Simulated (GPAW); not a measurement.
# GaGe3 (Pm-3m) in GPAW: convergence with k mesh

Aim: find how far k mesh must go before the results for GaGe3 settle, at PBE. This setting moves, with any that are tied to it; all else stays.

All numbers are computed with GPAW 26.7.0; they aren't measurements. Logs are shortened: lines on timing, memory, paths and dates and some standing lists are left out, and cuts for length are marked. The log counts tension as positive stress, the text compression.

**1. The crystal as given**

It takes space group Pm-3m (No. 221, cubic). The conventional cell has a = 4.278 Å, b = 4.278 Å, c = 4.278 Å, α = 90.00°, β = 90.00°, γ = 90.00°. Ge (site symmetry 4/mmm) is surrounded by 8 Ge at 3.03 Å and 4 Ga at 3.03 Å. Ga (site symmetry m-3m) is surrounded by 12 Ge at 3.03 Å.

The cell comes from a database or a generator and needn't be the stable form of this composition.

**2. With k mesh 2 × 2 × 2**

Input file run.py:

```python
from ase.dft.bandgap import bandgap
from ase.io import read, write
from ase.units import GPa
from gpaw import GPAW, PW

atoms = read('POSCAR')

calc = GPAW(mode=PW(600),
            xc='PBE',
            kpts={'size': (2, 2, 2), 'gamma': True},
            occupations={'name': 'fermi-dirac', 'width': 0.05},
            nbands=18,
            convergence={'density': 1e-05, 'energy': 1e-05},
            maxiter=100,
            txt='gpaw.txt')
atoms.calc = calc
energy = atoms.get_potential_energy()
forces = atoms.get_forces()
stress = atoms.get_stress()
calc.write('gs.gpw')
write('result.traj', atoms)
print(f'Energy: {energy:.6f} eV')
print('Forces (eV/A):')
print(forces.round(4))
print('Stress (GPa):', (stress / GPa).round(3))
print('Fermi level:', round(calc.get_fermi_level(), 4), 'eV')
print(f'Gap: {bandgap(calc)[0]:.4f} eV, direct: {bandgap(calc, direct=True)[0]:.4f} eV')
```

Input file POSCAR:

```
GaGe3
1.0
    4.2784660000      0.0000000000      0.0000000000
    0.0000000000      4.2784660000      0.0000000000
    0.0000000000      0.0000000000      4.2784660000
Ge Ga
3 1
Direct
    0.5000000000      0.5000000000      0.0000000000
    0.5000000000      0.0000000000      0.5000000000
    0.0000000000      0.5000000000      0.5000000000
    0.0000000000      0.0000000000      0.0000000000
```

Potentials or basis: GPAW PAW data sets (gpaw-data 1.2.1), pw.

Started as:

```
$ OMP_NUM_THREADS=1 python run.py
```

It took 3.5 s on 1 thread of Intel Xeon 6975P-C (Granite Rapids), shared host; peak memory 0.15 GiB.

What came out:

| Item | Value |
| --- | --- |
| Free energy | -13.4811 eV |
| Pressure | 6.4 GPa |
| Band gap on the k mesh | none (metal or under the smearing width) |

**3. With k mesh 3 × 3 × 3**

run.py, as its differences from that of step 2:

```diff
@@ -9,3 +9,3 @@
             xc='PBE',
-            kpts={'size': (2, 2, 2), 'gamma': True},
+            kpts={'size': (3, 3, 3), 'gamma': True},
             occupations={'name': 'fermi-dirac', 'width': 0.05},
```

POSCAR is that of step 2.

Potentials or basis: GPAW PAW data sets (gpaw-data 1.2.1), pw.

Started as:

```
$ OMP_NUM_THREADS=1 python run.py
```

It took 3.3 s on 1 thread of Intel Xeon 6975P-C (Granite Rapids), shared host; peak memory 0.15 GiB.

What came out:

* Free energy: -15.0111 eV
* Pressure: 0.1 GPa
* Band gap on the k mesh: none (metal or under the smearing width)

**4. With k mesh 4 × 4 × 4**

run.py, as its differences from that of step 3:

```diff
@@ -9,3 +9,3 @@
             xc='PBE',
-            kpts={'size': (3, 3, 3), 'gamma': True},
+            kpts={'size': (4, 4, 4), 'gamma': True},
             occupations={'name': 'fermi-dirac', 'width': 0.05},
```

POSCAR is that of step 3.

Started as:

```
$ OMP_NUM_THREADS=1 python run.py
```

It took 5.1 s on 1 thread of Intel Xeon 6975P-C (Granite Rapids), shared host; peak memory 0.16 GiB.

The run converged. Its results:

```
Free energy            : -15.5662 eV
Pressure               : -0.8 GPa
Band gap on the k mesh : none (metal or under the smearing width)
```

**5. With k mesh 5 × 5 × 5**

run.py, as its differences from that of step 4:

```diff
@@ -9,3 +9,3 @@
             xc='PBE',
-            kpts={'size': (4, 4, 4), 'gamma': True},
+            kpts={'size': (5, 5, 5), 'gamma': True},
             occupations={'name': 'fermi-dirac', 'width': 0.05},
```

POSCAR is that of step 4.

Started as:

```
$ OMP_NUM_THREADS=1 python run.py
```

Wall time 5.5 s (1 thread of Intel Xeon 6975P-C (Granite Rapids), shared host); peak memory 0.16 GiB.

It converged, with:

| Item | Value |
| --- | --- |
| Free energy | -15.5284 eV |
| Pressure | -0.8 GPa |
| Band gap on the k mesh | none (metal or under the smearing width) |

**6. With k mesh 6 × 6 × 6**

run.py, as its differences from that of step 5:

```diff
@@ -9,3 +9,3 @@
             xc='PBE',
-            kpts={'size': (5, 5, 5), 'gamma': True},
+            kpts={'size': (6, 6, 6), 'gamma': True},
             occupations={'name': 'fermi-dirac', 'width': 0.05},
```

POSCAR is that of step 5.

Potentials or basis: GPAW PAW data sets (gpaw-data 1.2.1), pw.

Started as:

```
$ OMP_NUM_THREADS=1 python run.py
```

Run time: 8.1 s. Hardware: 1 thread of Intel Xeon 6975P-C (Granite Rapids), shared host; peak memory 0.17 GiB.

It converged, with:

- Free energy: -15.4655 eV
- Pressure: -0.4 GPa
- Band gap on the k mesh: none (metal or under the smearing width)

**7. With k mesh 7 × 7 × 7**

run.py, as its differences from that of step 6:

```diff
@@ -9,3 +9,3 @@
             xc='PBE',
-            kpts={'size': (6, 6, 6), 'gamma': True},
+            kpts={'size': (7, 7, 7), 'gamma': True},
             occupations={'name': 'fermi-dirac', 'width': 0.05},
```

POSCAR is that of step 6.

Started as:

```
$ OMP_NUM_THREADS=1 python run.py
```

It took 8.2 s on 1 thread of Intel Xeon 6975P-C (Granite Rapids), shared host; peak memory 0.17 GiB.

Results (log left out):

- Free energy: -15.5185 eV
- Pressure: -0.9 GPa
- Band gap on the k mesh: none (metal or under the smearing width)

**8. With k mesh 8 × 8 × 8**

run.py, as its differences from that of step 7:

```diff
@@ -9,3 +9,3 @@
             xc='PBE',
-            kpts={'size': (7, 7, 7), 'gamma': True},
+            kpts={'size': (8, 8, 8), 'gamma': True},
             occupations={'name': 'fermi-dirac', 'width': 0.05},
```

POSCAR is that of step 7.

Potentials or basis: GPAW PAW data sets (gpaw-data 1.2.1), pw.

Started as:

```
$ OMP_NUM_THREADS=1 python run.py
```

gpaw.txt:

```text
__  _  _
 | _ |_)|_||  |
 |__||  | ||/\| - 26.7.0

Input parameters:
  mode=PW(ecut=600.0),
  convergence={'density': 1e-05, 'energy': 1e-05},
  kpts=MonkhorstPack(size=(8, 8, 8), gamma=True),
  maxiter=100,
  nbands=18,
  occupations=Occupations(name='fermi-dirac', width=0.05),
  xc=XC(name='PBE')

Diagonalizing LCAO Hamiltonian
Converting LCAO to pw mode
    .----------.
   /|          |
  / |          |
 *  |          |
 | Ge          |
 |  .----------.
 | /   Gee    /
 |/          /
 Ga---------*

Atoms  # Å, Bohr magnetons
|   | symbol |        x |        y |        z |    initial magnetic moments |
|---|--------|----------|----------|----------|-----------------------------|
| 0 |     Ge | 2.139233 | 2.139233 | 0.000000 | ( 0.0000,  0.0000,  0.0000) |
| 1 |     Ge | 2.139233 | 0.000000 | 2.139233 | ( 0.0000,  0.0000,  0.0000) |
| 2 |     Ge | 0.000000 | 2.139233 | 2.139233 | ( 0.0000,  0.0000,  0.0000) |
| 3 |     Ga | 0.000000 | 0.000000 | 0.000000 | ( 0.0000,  0.0000,  0.0000) |

Unit cell  # Å
| periodic |        x |        y |        z |  lengths |    angles |
|----------|----------|----------|----------|----------|-----------|
|      yes | 4.278466 | 0.000000 | 0.000000 | 4.278466 | 90.000000 |
|      yes | 0.000000 | 4.278466 | 0.000000 | 4.278466 | 90.000000 |
|      yes | 0.000000 | 0.000000 | 4.278466 | 4.278466 | 90.000000 |

Number of symmetries: 48
Symmetry operations  # r_c * U_cc + t_c -> r_c
|    | kind |            matrix            |
|----|------|------------------------------|
|  0 |  E   |  1, 0, 0,  0, 1, 0,  0, 0, 1 |
|  1 |  σ   |  1, 0, 0,  0, 1, 0,  0, 0,-1 |
|  2 |  σ   |  1, 0, 0,  0, 0, 1,  0, 1, 0 |
|  3 |  C4  |  1, 0, 0,  0, 0, 1,  0,-1, 0 |
|  4 |  C4  |  1, 0, 0,  0, 0,-1,  0, 1, 0 |
|  5 |  σ   |  1, 0, 0,  0, 0,-1,  0,-1, 0 |
|  6 |  σ   |  1, 0, 0,  0,-1, 0,  0, 0, 1 |
|  7 |  C2  |  1, 0, 0,  0,-1, 0,  0, 0,-1 |
|  8 |  σ   |  0, 1, 0,  1, 0, 0,  0, 0, 1 |
|  9 |  C2  |  0, 1, 0,  1, 0, 0,  0, 0,-1 |
| 10 |  C3  |  0, 1, 0,  0, 0, 1,  1, 0, 0 |
| 11 |  S6  |  0, 1, 0,  0, 0, 1, -1, 0, 0 |
| 12 |  S6  |  0, 1, 0,  0, 0,-1,  1, 0, 0 |
| 13 |  C3  |  0, 1, 0,  0, 0,-1, -1, 0, 0 |
| 14 |  C4  |  0, 1, 0, -1, 0, 0,  0, 0, 1 |
| 15 |  S4  |  0, 1, 0, -1, 0, 0,  0, 0,-1 |
| 16 |  C3  |  0, 0, 1,  1, 0, 0,  0, 1, 0 |
| 17 |  S6  |  0, 0, 1,  1, 0, 0,  0,-1, 0 |
| 18 |  σ   |  0, 0, 1,  0, 1, 0,  1, 0, 0 |
| 19 |  C4  |  0, 0, 1,  0, 1, 0, -1, 0, 0 |
| 20 |  C2  |  0, 0, 1,  0,-1, 0,  1, 0, 0 |
| 21 |  S4  |  0, 0, 1,  0,-1, 0, -1, 0, 0 |
| 22 |  S6  |  0, 0, 1, -1, 0, 0,  0, 1, 0 |
| 23 |  C3  |  0, 0, 1, -1, 0, 0,  0,-1, 0 |
| 24 |  S6  |  0, 0,-1,  1, 0, 0,  0, 1, 0 |
| 25 |  C3  |  0, 0,-1,  1, 0, 0,  0,-1, 0 |
| 26 |  C4  |  0, 0,-1,  0, 1, 0,  1, 0, 0 |
| 27 |  σ   |  0, 0,-1,  0, 1, 0, -1, 0, 0 |
| 28 |  S4  |  0, 0,-1,  0,-1, 0,  1, 0, 0 |
| 29 |  C2  |  0, 0,-1,  0,-1, 0, -1, 0, 0 |
| 30 |  C3  |  0, 0,-1, -1, 0, 0,  0, 1, 0 |
| 31 |  S6  |  0, 0,-1, -1, 0, 0,  0,-1, 0 |
| 32 |  C4  |  0,-1, 0,  1, 0, 0,  0, 0, 1 |
| 33 |  S4  |  0,-1, 0,  1, 0, 0,  0, 0,-1 |
| 34 |  S6  |  0,-1, 0,  0, 0, 1,  1, 0, 0 |
| 35 |  C3  |  0,-1, 0,  0, 0, 1, -1, 0, 0 |
| 36 |  C3  |  0,-1, 0,  0, 0,-1,  1, 0, 0 |
| 37 |  S6  |  0,-1, 0,  0, 0,-1, -1, 0, 0 |
| 38 |  σ   |  0,-1, 0, -1, 0, 0,  0, 0, 1 |
| 39 |  C2  |  0,-1, 0, -1, 0, 0,  0, 0,-1 |
| 40 |  σ   | -1, 0, 0,  0, 1, 0,  0, 0, 1 |
| 41 |  C2  | -1, 0, 0,  0, 1, 0,  0, 0,-1 |
| 42 |  C2  | -1, 0, 0,  0, 0, 1,  0, 1, 0 |
| 43 |  S4  | -1, 0, 0,  0, 0, 1,  0,-1, 0 |
| 44 |  S4  | -1, 0, 0,  0, 0,-1,  0, 1, 0 |
| 45 |  C2  | -1, 0, 0,  0, 0,-1,  0,-1, 0 |
| 46 |  C2  | -1, 0, 0,  0,-1, 0,  0, 0, 1 |
[... 65 lines left out ...]
    |   4s |  2.000 |     -11.726 |    1.005 |
    |   4p |  2.000 |      -3.896 |    1.005 |
    |    s |        |      15.485 |    1.005 |
    |    p |        |      23.315 |    1.005 |
    |    d |        |       0.000 |    1.005 |

    Using partial waves for Ge as LCAO basis

  Ga:
    name:    Gallium
    Z:       31.0
    valence: 3
    core:    28
    charge:  0.0  # [|e|]
    compensation charges:
      type: gauss
      rc: 0.37  # [Å]
      lmax: 2
    cutoffs:
      filter: 2.06  # [Å]
      core: 4.17  # [Å]
    projectors
    | kind |    occ | energy [eV] | rcut [Å] |
    |------|--------|-------------|----------|
    |   4s |  2.000 |      -8.945 |    1.164 |
    |   4p |  1.000 |      -2.580 |    1.164 |
    |    s |        |      18.266 |    1.164 |
    |    p |        |      24.631 |    1.164 |
    |    d |        |       0.000 |    1.164 |

    Using partial waves for Ga as LCAO basis

Reference energy: -224177.585086  # eV

eigensolver:
  PPCG
  Converge bands: occupied
  niter=2

density mixing:
  MSR1-Mixer
  Pratt-step length: 0.05
  Maximum mixing coefficient: 0.75
  Old densities: 10
  SVD Regularization: 0.005
  Good broyden scale: 1.0
  Trust region scale: 1.0
  Backstep threshold: 4.0
  History deletion threshold: 6.0
  Fourier metric: weight=20.0, sigma=0.015

occupation numbers:
  Fermi-Dirac:
    width: 0.0500  # eV

poisson solver:
  ecut: 4800.0  # eV

xc functional:
  name: PBE with 2 nearest neighbor stencil

convergence criteria:
- Maximum integral of absolute [dens]ity change: 1e-05 electrons / valence electron
- Maximum [total energy] change in last 3 cyles: 1e-05 eV / valence electron
- Maximum integral of absolute [eigenst]ate change: 4e-08 eV^2 / valence electron
maximum number of iterations: 100

SCF iterations
|iter     | |      energy | eigst |  dens |
|---------|-|-------------|-------|-------|
|iter:   1| |  -15.518365 | -0.65 |       |
|iter:   2| |  -15.513997 | -2.95 | -1.23 |
|iter:   3| |  -15.468018 | -3.40 | -1.25 |
|iter:   4| |  -15.464803 | -4.27 | -1.84 |
|iter:   5| |  -15.464772 | -6.05 | -2.87 |
|iter:   6| |  -15.464770c| -6.56 | -3.29 |
|iter:   7| |  -15.464770c| -8.26c| -4.18 |
|iter:   8| |  -15.464770c| -8.75c| -4.86 |
|iter:   9| |  -15.464770c| -9.43c| -5.39c|

Converged in 9 steps
Energy contributions relative to reference atoms: (reference = -224177.585086)

Energy contributions:
  Kinetic:          23.964500
  Coulomb:         -21.634563
  Zero:             -0.007305
  External:          0.000000
  Xc:              -17.777577
  Entropy:          -0.019651
  Spinorbit:         0.000000
  ----------------------------
  Free energy:     -15.474596
  Extrapolated:    -15.464770

dipole moment: (-25.050526, -25.050526, -25.050526)  # |e|*Ang

Fermi level: 7.096
Eigenvalues  # (at kpt = [0.000, 0.000, 0.000])
| band index |      eig [eV] | occ [0-2] |
|------------|---------------|-----------|
|          0 |        -5.333 |     2.000 |
|          1 |         1.569 |     2.000 |
|          2 |         1.569 |     2.000 |
|          3 |         3.376 |     2.000 |
|          4 |         3.376 |     2.000 |
|          5 |         3.376 |     2.000 |
|          6 |         3.804 |     2.000 |
|          7 |         9.767 |     0.000 |
|          8 |         9.767 |     0.000 |
|          9 |         9.767 |     0.000 |
|         10 |        10.701 |     0.000 |
|         11 |        10.701 |     0.000 |
|         12 |        10.701 |     0.000 |
|         13 |        13.771 |     0.000 |
|         14 |        13.771 |     0.000 |
|        ... |               |           |
|         17 |        14.142 |     0.000 |

No gap
No difference between direct/indirect transitions

Forces  # eV/Ang
|        x |        y |        z |
|----------|----------|----------|
|  0.00000 |  0.00000 | -0.00000 |  # Ge   0
|  0.00000 | -0.00000 |  0.00000 |  # Ge   1
| -0.00000 |  0.00000 |  0.00000 |  # Ge   2
| -0.00000 | -0.00000 |  0.00000 |  # Ga   3

Stress tensor  # eV/Ang^3
|        x |        y |        z |
|----------|----------|----------|
| 0.005898 | 0.000000 | 0.000000 |
| 0.000000 | 0.005898 | 0.000000 |
| 0.000000 | 0.000000 | 0.005898 |

# Writing to gs.gpw (mode='')
```

stdout:

```text
Energy: -15.464770 eV
Forces (eV/A):
[[ 0.  0. -0.]
 [ 0. -0.  0.]
 [-0.  0.  0.]
 [-0. -0.  0.]]
Stress (GPa): [0.945 0.945 0.945 0.    0.    0.   ]
Fermi level: 7.0956 eV
Gap: 0.0000 eV, direct: 0.0000 eV
```

It took 13 s on 1 thread of Intel Xeon 6975P-C (Granite Rapids), shared host; peak memory 0.19 GiB.

What came out:

```
Free energy            : -15.4746 eV
Pressure               : -0.9 GPa
Band gap on the k mesh : none (metal or under the smearing width)
```

**9. The series at a glance**

```
   k mesh  energy less the tightest run, at zero smearing (meV/atom)  pressure (GPa)  SCF cycles  CPU time (s)  peak memory (GiB)
2 × 2 × 2                                                     503.74            6.44           9           3.5               0.15
3 × 3 × 3                                                     119.39            0.07           9           3.3               0.15
4 × 4 × 4                                                     -22.86           -0.82           9           5.1               0.16
5 × 5 × 5                                                     -14.68           -0.83           9           5.5               0.16
6 × 6 × 6                                                       2.68           -0.36           9           8.1               0.17
7 × 7 × 7                                                     -11.75           -0.87           9           8.2               0.17
8 × 8 × 8                                                       0.00           -0.94           9            13               0.19
```

Against the tightest run, the pressure stays within 0.1 GPa from 7 × 7 × 7 on. Not settled before the last step: the energy (to 1 meV/atom). Meshes of other sizes hit other points, so gaps and Fermi surfaces needn't settle smoothly. The tightest run that finished is the yardstick and may itself not be fully converged.
